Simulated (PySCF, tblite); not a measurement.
**C7H12B2: geometry, infrared bands and NMR shifts**

What infrared bands and NMR shifts should C7H12B2 (`BC1(B(C)C)C=CC=C1`) show?

Programs: tblite 0.8.0 and PySCF 2.14.0, with density-fitted response routines of our own. Each step states its level of theory. These are calculated values for one molecule in the gas phase, unless marked as measured. Atoms count from 0, in the outputs and in this text.

### 1 Starting geometry

21 atoms, charge 0, multiplicity 1; geometry from: force field or distance geometry start.

Bonds of the start (Å): B0–C1 1.61, C1–B2 1.60, B2–C3 1.60, B2–C4 1.60, C1–C5 1.50, C5–C6 1.33, C6–C7 1.44, C7–C8 1.33, C8–C1 1.50, B0–H9 1.19, B0–H10 1.17, C3–H11 1.11, C3–H12 1.10, C3–H13 1.11, C4–H14 1.10, C4–H15 1.11, C4–H16 1.11, C5–H17 1.08, C6–H18 1.08, C7–H19 1.08, C8–H20 1.08.

### 2 Geometry optimisation with GFN2-xTB

The job: settings as JSON, then the geometry in Å.

```
{"job": {"kind": "relax", "xc": "GFN2-xTB", "basis": "xTB"}, "charge": 0, "multiplicity": 1}
B      0.429100    -1.549000     1.294700
C      0.426100    -0.357000     0.213900
B     -1.047000     0.214600    -0.005900
C     -1.774300     1.095300     1.112700
C     -1.921700    -0.240900    -1.263100
C      1.378300     0.721100     0.633600
C      2.356200     0.857400    -0.255900
C      2.163300    -0.106100    -1.311400
C      1.072600    -0.819400    -1.056500
H     -0.196300    -1.405700     2.301100
H      1.354000    -2.266700     1.356600
H     -1.104200     1.240000     1.990300
H     -2.064000     2.075300     0.710900
H     -2.681300     0.559000     1.465800
H     -1.995800    -1.337600    -1.286500
H     -1.437300     0.116100    -2.190700
H     -2.941600     0.192400    -1.209900
H      1.307200     1.312500     1.537100
H      3.168300     1.567200    -0.176500
H      2.801000    -0.244400    -2.172000
H      0.698500    -1.607200    -1.688500
```

On the command line:

```console
> OMP_NUM_THREADS=1 python probes_run.py task.json out
```

This one command runs all jobs of the session in turn.

**Question.** This job is followed by: GFN2-xTB harmonic vibrations, gas phase; GIAO PBE0/pcSseg-1 NMR shielding, non-relativistic, gas phase. What will the session give for the following? strongest single infrared mode (GFN2-xTB); zero-point energy (GFN2-xTB); ¹³C shifts against TMS (PBE0/pcSseg-1, means over atoms taken as alike); ¹H shifts against TMS (PBE0/pcSseg-1, means over atoms taken as alike); ¹¹B shifts against BF3·OEt2 (PBE0/pcSseg-1).

As calculated:

| quantity | value |
| --- | --- |
| strongest single infrared mode (GFN2-xTB) | 1357 cm⁻¹, 241 km/mol |
| zero-point energy (GFN2-xTB) | 106.2 kcal/mol |
| ¹³C shifts against TMS (PBE0/pcSseg-1, means over atoms taken as alike) | 158.6, 137.6, 112.4, 12.6 ppm |
| ¹H shifts against TMS (PBE0/pcSseg-1, means over atoms taken as alike) | 7.76, 7.45, 3.02, 1.12 ppm |
| ¹¹B shifts against BF3·OEt2 (PBE0/pcSseg-1) | 71.5, 42.0 ppm |

In words: Relaxing lowered the energy by 0.625 eV in 80 steps; the close pair that moved most is B0–C5, from 2.548 to 1.698 Å. No mode is imaginary among the 57: a minimum at this level. The strongest single mode, at 1357 cm⁻¹, is carried by C1, C6, C5, C8. GFN2-xTB is a fitted tight-binding method: band positions and strengths are rough. Its intensities can rank the bands wrongly. The most deshielded carbon is C6, C7 (mean) (alkene CH), at 158.6 ppm: as expected for a trigonal carbon in a double bond. The most deshielded hydrogen is H18, H19 (mean) (hydrogen on an alkene CH), at 7.76 ppm: olefinic region. At PBE0/pcSseg-1: The largest span, 226 ppm, is at C6, C7, where the paramagnetic term is -227 ppm.
